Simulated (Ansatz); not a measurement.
# CH7B2FSi: the cost of one run

Method: RKS PBE0/STO-3G, in Ansatz 0.2.0.

## 1. Starting point

Bond lengths: B1–Si2 1.896 Å, Si2–C3 1.872 Å, C3–B4 1.656 Å, C3–F5 1.354 Å, B1–H6 1.215 Å, B1–H7 1.181 Å, Si2–H8 1.443 Å, Si2–H9 1.495 Å, C3–H10 1.141 Å, B4–H11 1.194 Å, B4–H12 1.131 Å. Angles (14 of 18 angles, heavy atoms first): B1–Si2–C3 110.3°, Si2–C3–B4 109.3°, Si2–C3–F5 111.2°, B4–C3–F5 110.9°, B1–Si2–H8 111.1°, B1–Si2–H9 106.3°, C3–Si2–H8 108.3°, C3–Si2–H9 110.7°, Si2–B1–H6 121.7°, Si2–B1–H7 121.2°, Si2–C3–H10 107.4°, B4–C3–H10 106.2°, F5–C3–H10 111.7°, C3–B4–H11 113.3°.

As a file:

```xyz
12

B    -1.5172   -0.0231    1.7575
Si   -0.2019   -0.6801    0.5599
C     0.2753    0.6459   -0.6730
B     1.5202    0.0952   -1.6161
F    -0.7833    1.0090   -1.4354
H    -1.3366    0.9811    2.4166
H    -2.6021   -0.4881    1.7907
H    -0.6908   -1.8239   -0.1714
H     0.9732   -1.0683    1.3986
H     0.6914    1.5284   -0.0817
H     1.2241   -0.8459   -2.2881
H     2.5247    0.6147   -1.6235
```

## 2. Preparing the start

Contents of input.yaml:

```yaml
crystal:
  periodic: [false, false, false]
  atoms:
    - { symbol: B, position_ang: [-1.5172, -0.0231, 1.7575] }
    - { symbol: Si, position_ang: [-0.2019, -0.6801, 0.5599] }
    - { symbol: C, position_ang: [0.2753, 0.6459, -0.673] }
    - { symbol: B, position_ang: [1.5202, 0.0952, -1.6161] }
    - { symbol: F, position_ang: [-0.7833, 1.009, -1.4354] }
    - { symbol: H, position_ang: [-1.3366, 0.9811, 2.4166] }
    - { symbol: H, position_ang: [-2.6021, -0.4881, 1.7907] }
    - { symbol: H, position_ang: [-0.6908, -1.8239, -0.1714] }
    - { symbol: H, position_ang: [0.9732, -1.0683, 1.3986] }
    - { symbol: H, position_ang: [0.6914, 1.5284, -0.0817] }
    - { symbol: H, position_ang: [1.2241, -0.8459, -2.2881] }
    - { symbol: H, position_ang: [2.5247, 0.6147, -1.6235] }
basis:
  gaussian: { orbitals: STO-3G }
hamiltonian:
  xc: pbe0
relax:
  f_tol: 0.02
  max_steps: 40
scf:
  lower_state_search: "off"
```

Launch:

```
$ ansatz run input.yaml --threads 1 --pin off --max-ram 2048MiB --backend cpu --events-out ev --progress --plain --runs-dir out
```

Q: Estimate wall time and peak memory on 1 thread of Arm Neoverse V2, shared host.

About 62 s, with a peak of 0.13 GiB.
